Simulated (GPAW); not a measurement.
Runs of GPAW 26.7.0 on NbTe. The structure is hexagonal, space group P-6m2 (No. 187). Conventional cell: a = 3.703 Å, b = 3.703 Å, c = 3.694 Å, α = 90.00°, β = 90.00°, γ = 120.00°. Te (site symmetry -6m2) is surrounded by 6 Nb at 2.83 Å. Nb (site symmetry -6m2) is surrounded by 6 Te at 2.83 Å. The cell comes from a database or a generator and needn't be the stable form of this composition.

```tsv
task	level	potentials or basis	cell	cutoff (eV)	maxiter	convergence	optimizer	fmax	max steps	gap on the mesh (eV)	pressure (GPa)
single point	LDA	the program's PAW data sets (release 1.2.1) made for this functional, pw	as given	450	120	default	-	-	-	none	-8.7
relaxation of cell and atoms	PBEsol	PAW data sets generated in the run's folder for this functional, pw	relaxed to 5 GPa	600	150	density=1e-05 forces=0.0001	BFGS	0.02 eV/Å	60	none	5.0
relaxation of cell and atoms	PBEsol	PAW data sets generated in the run's folder for this functional, pw	relaxed to 2 GPa	600	150	density=1e-05 forces=0.0001	BFGS	0.02 eV/Å	60	none	2.0
relaxation of cell and atoms	PBEsol	PAW data sets generated in the run's folder for this functional, pw	relaxed to 30 GPa	600	150	density=1e-05 forces=0.0001	BFGS	0.02 eV/Å	60	none	30.0
single point	LDA	the program's PAW data sets (release 1.2.1) made for this functional, pw	as given	500	120	default	-	-	-	none	(a)
relaxation of cell and atoms	PBEsol	PAW data sets generated in the run's folder for this functional, pw	relaxed to 20 GPa	600	150	density=1e-05 forces=0.0001	BFGS	0.02 eV/Å	60	none	20.1
relaxation of cell and atoms	PBEsol	PAW data sets generated in the run's folder for this functional, pw	relaxed to 10 GPa	600	150	density=1e-05 forces=0.0001	BFGS	0.02 eV/Å	60	none	10.0
relaxation of cell and atoms	PBEsol	PAW data sets generated in the run's folder for this functional, pw	relaxed	600	150	density=1e-05 forces=0.0001	BFGS	0.02 eV/Å	60	none	-0.1
```

Alike in all rows: no spin polarisation; k mesh 7 × 7 × 6; smearing fermi-dirac 0.05 eV.

Estimate the missing entries.

(a) -8.6.

Caveats: later steps reuse the first step's grids (some runs); the cutoff is short for stress and forces, so pressures can be off by a GPa or more (some runs).

A k mesh can miss the band edges, and the runs leave out spin-orbit coupling on Nb, Te.

A gap of «none» marks a metal or a gap under the smearing width.
